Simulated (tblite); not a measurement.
# C3H8BrGaO: the cost of one run

Programs: tblite 0.8.0 and PySCF 2.14.0, with density-fitted response routines of our own. Each step states its level of theory. These are calculated values for one molecule in the gas phase, unless marked as measured. Atoms are numbered from 0 throughout.

**1. Starting geometry**

14 atoms, charge 0, multiplicity 1; geometry from: force field or distance geometry start.

Bonds of the start (Å): C0–C1 1.50, C1–C2 1.52, C1–O3 1.39, O3–Ga4 2.07, Ga4–Br5 2.31, C0–H6 1.12, C0–H7 1.14, C0–H8 1.11, C1–H9 1.11, C2–H10 1.10, C2–H11 1.12, C2–H12 1.10, Ga4–H13 1.55.

**2. Relaxing the molecule with GFN2-xTB**

Job settings and geometry (Å):

```
{"job": {"kind": "relax", "xc": "GFN2-xTB", "basis": "xTB"}, "charge": 0, "multiplicity": 1}
C     -1.070400    -1.214600    -0.201700
C     -0.062900    -0.099000    -0.133000
C     -0.840300     1.160800     0.229300
O      0.914700    -0.302500     0.829800
Ga     2.546600    -0.112000    -0.423300
Br     2.656900     2.177600    -0.746000
H     -1.359800    -1.347300    -1.271500
H     -2.017900    -0.845600     0.304600
H     -0.743000    -2.166900     0.256000
H      0.381700     0.076800    -1.137600
H     -1.130500     1.116100     1.288400
H     -1.734400     1.132000    -0.448200
H     -0.275200     2.068900    -0.042300
H      2.733900    -1.644800    -0.531700
```

Command:

```
> OMP_NUM_THREADS=1 python probes_run.py task.json out
```

This one command runs all jobs of the session in turn.

Q: Estimate the wall time and peak memory of this first job on 1 thread of Arm Neoverse N1, shared host.

About 2 s, with a peak of 0.18 GiB.
